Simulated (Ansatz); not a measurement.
**Ag: energy and stress against strain**

The task, for Ag: strain the cell along the Voigt pattern (0, 1, 0, 0, 0, 0).

Method: DFT r2SCAN, scalar-relativistic, plane waves, PAW, in Ansatz 0.2.0.

### Step 1. The starting structure

The structure is cubic, space group Fm-3m (No. 225). The conventional cell has a = 4.086 Å, b = 4.086 Å, c = 4.086 Å, α = 90.00°, β = 90.00°, γ = 90.00°. Ag (site symmetry m-3m) is surrounded by 12 Ag at 2.89 Å.

As a file:

```
CELL_PARAMETERS angstrom
0.00000 2.04310 2.04310
2.04310 0.00000 2.04310
2.04310 2.04310 0.00000
ATOMIC_POSITIONS crystal
Ag 0.00000 0.00000 0.00000
```

No relaxation comes first: the listed cell is the starting point.

### Step 2. The reference cell

The reference gives a free energy of -7603.9477 eV, pressure 1.41 GPa, largest force 0.000 eV/Å and gap on the mesh none (metal). It was computed beforehand with the settings of the runs below.

### Step 3. Setting up energy and stress against strain

The cell is strained by ε times the Voigt pattern (0, 1, 0, 0, 0, 0) (xx, yy, zz, yz, xz, xy; engineering shear), with fractional coordinates fixed (clamped ions). The stress on the pattern is the sum of the stress components weighted by it, tension positive.

### Step 4. ε = -0.0200

The input, input.yaml:

```yaml
crystal:
  lattice:
    - [0.0, 2.002238, 2.0431]
    - [2.0431, 0.0, 2.0431]
    - [2.0431, 2.002238, 0.0]
  atoms:
    - { symbol: Ag, position: [0.0, 0.0, 0.0] }
basis:
  ecutwfc: 500
kpoints:
  mp_grid: { grid: [20, 20, 20] }
hamiltonian:
  xc: r2scan
scf:
  occupations: { method: gaussian, width: 0.15 }
output:
  forces: true
  stress: true
  eigenvalues: true
```

Command:

```sh
> ansatz run input.yaml --threads 1 --pin off --max-ram 2560MiB --backend cpu --events-out ev --progress --plain --runs-dir out
```

### Step 5. Point ε = 0.0150

input.yaml: that of step 4 with these lines changed.

```diff
@@ -2,5 +2,5 @@
   lattice:
-    - [0.0, 2.002238, 2.0431]
+    - [0.0, 2.0737465, 2.0431]
     - [2.0431, 0.0, 2.0431]
-    - [2.0431, 2.002238, 0.0]
+    - [2.0431, 2.0737465, 0.0]
   atoms:
```

### Step 6. Point ε = -0.0100

input.yaml: that of step 5 with these lines changed.

```diff
@@ -2,5 +2,5 @@
   lattice:
-    - [0.0, 2.0737465, 2.0431]
+    - [0.0, 2.022669, 2.0431]
     - [2.0431, 0.0, 2.0431]
-    - [2.0431, 2.0737465, 0.0]
+    - [2.0431, 2.022669, 0.0]
   atoms:
```

### Step 7. ε = 0.0050

input.yaml: that of step 6 with these lines changed.

```diff
@@ -2,5 +2,5 @@
   lattice:
-    - [0.0, 2.022669, 2.0431]
+    - [0.0, 2.0533155, 2.0431]
     - [2.0431, 0.0, 2.0431]
-    - [2.0431, 2.022669, 0.0]
+    - [2.0431, 2.0533155, 0.0]
   atoms:
```

### Step 8. Point ε = 0.0200

input.yaml: that of step 7 with these lines changed.

```diff
@@ -2,5 +2,5 @@
   lattice:
-    - [0.0, 2.0533155, 2.0431]
+    - [0.0, 2.083962, 2.0431]
     - [2.0431, 0.0, 2.0431]
-    - [2.0431, 2.0533155, 0.0]
+    - [2.0431, 2.083962, 0.0]
   atoms:
```

### Step 9. Point ε = -0.0150

input.yaml: that of step 8 with these lines changed.

```diff
@@ -2,5 +2,5 @@
   lattice:
-    - [0.0, 2.083962, 2.0431]
+    - [0.0, 2.0124535, 2.0431]
     - [2.0431, 0.0, 2.0431]
-    - [2.0431, 2.083962, 0.0]
+    - [2.0431, 2.0124535, 0.0]
   atoms:
```

### Step 10. Point ε = 0.0100

input.yaml: that of step 9 with these lines changed.

```diff
@@ -2,5 +2,5 @@
   lattice:
-    - [0.0, 2.0124535, 2.0431]
+    - [0.0, 2.063531, 2.0431]
     - [2.0431, 0.0, 2.0431]
-    - [2.0431, 2.0124535, 0.0]
+    - [2.0431, 2.063531, 0.0]
   atoms:
```

### Step 11. ε = -0.0050

input.yaml: that of step 10 with these lines changed.

```diff
@@ -2,5 +2,5 @@
   lattice:
-    - [0.0, 2.063531, 2.0431]
+    - [0.0, 2.0328845, 2.0431]
     - [2.0431, 0.0, 2.0431]
-    - [2.0431, 2.063531, 0.0]
+    - [2.0431, 2.0328845, 0.0]
   atoms:
```

### Step 12. ε = 0.0175

input.yaml: that of step 11 with these lines changed.

```diff
@@ -2,5 +2,5 @@
   lattice:
-    - [0.0, 2.0328845, 2.0431]
+    - [0.0, 2.07885425, 2.0431]
     - [2.0431, 0.0, 2.0431]
-    - [2.0431, 2.0328845, 0.0]
+    - [2.0431, 2.07885425, 0.0]
   atoms:
```

(Steps that only read results are left out.)

What does the calculation give? Wanted: slope of the stress at ε = 0, over ±0.0050.

As calculated:

| quantity | value |
| --- | --- |
| slope of the stress at ε = 0, over ±0.0050 | 137 GPa |

**Reading.** The slope of the stress at zero strain, 137 GPa, estimates C22 with clamped ions in this Cartesian frame. The reference stands under 1.4 GPa, so this is no zero-stress constant. The energy drops below the reference, by 0.8 meV/atom at ε = 0.0100; the cell was taken as given and not relaxed at this level. Compression costs more than tension: 6.0 against -0.2 meV/atom at the ends.
